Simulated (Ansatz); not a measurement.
## CH5GeNS, SMILES S[CH]1[NH][GeH2]1: a rigid torsion scan

Run with Ansatz 0.2.0, Python API.

The script, `run_torsion.py`:
```python
'''Rigid torsion scan of CH5GeNS.'''

import ansatz as az
from ase import Atoms

config = {
    'basis_set': 'def2-SVP',
    'xc': 'b3lyp',
    'force_tol': 0.02,
}


def main() -> None:
    atoms = Atoms(['S', 'C', 'N', 'Ge', 'H', 'H', 'H', 'H', 'H'], positions=[
        (-1.5386, -0.4217, 1.4626),
        (-0.8142, 0.3273, -0.0385),
        (0.3975, 0.9514, 0.2359),
        (0.7206, -0.7041, -0.7065),
        (-0.3768, -0.685, 2.0927),
        (-1.4379, 0.8804, -0.7859),
        (0.6163, 1.7123, -0.4464),
        (1.3355, -1.7276, 0.2491),
        (1.1861, -0.3793, -2.08),
    ])

    # start the scan from a relaxed geometry
    first = (
        az.Crystal.molecule_from_ase(atoms).calculation()
        .basis(gaussian=config['basis_set'])
        .functional(config['xc'])
        .relax(force_tolerance=config['force_tol'], max_steps=80)
    )
    atoms.positions = first.run().report['positions_ang']

    start = atoms.get_dihedral(2, 1, 0, 4)
    energies = {}
    for turn in range(0, 360, 30):
        turned = atoms.copy()
        turned.set_dihedral(2, 1, 0, 4, start + turn, indices=[0, 4])
        setup = az.Crystal.molecule_from_ase(turned).calculation()
        setup = setup.basis(gaussian=config['basis_set'])
        setup = setup.functional(config['xc'])
        energies[round((start + turn) % 360)] = setup.run().report['free_energy_ev']
    floor = min(energies.values())
    print('dihedral N2-C1-S0-H4 (deg)   E - E(min) (kJ/mol)')
    for angle, e in sorted(energies.items()):
        print(f'{angle:8d} {96.485332 * (e - floor):14.3f}  ' + '#' * int(30 * (e - floor) / max(max(energies.values()) - floor, 1e-9)))


if __name__ == '__main__':
    main()
```

`python run_torsion.py` gives:
```text
dihedral N2-C1-S0-H4 (deg)   E - E(min) (kJ/mol)
      25          5.242  #############
      55          5.205  #############
      85          6.345  ################
     115          9.735  #########################
     145          9.886  ##########################
     175          6.892  ##################
     205          7.571  ####################
     235         11.239  ##############################
     265          9.781  ##########################
     295          3.224  ########
     325          0.000
     355          2.413  ######
```

Caveats:
- The scan is rigid and the energies are electronic, in a modest basis. With rigid groups the curve can differ much from the relaxed path, the start wasn't checked as a minimum of this torsion, and equivalent turns needn't return to the same energy.
- b3lyp holds the VWN-RPA fit, as in Gaussian; the form of ORCA and Turbomole is b3lyp5.
- Finished in 2.1 min on 1 thread of Arm Neoverse V1 (shared host), peak memory 0.31 GiB.
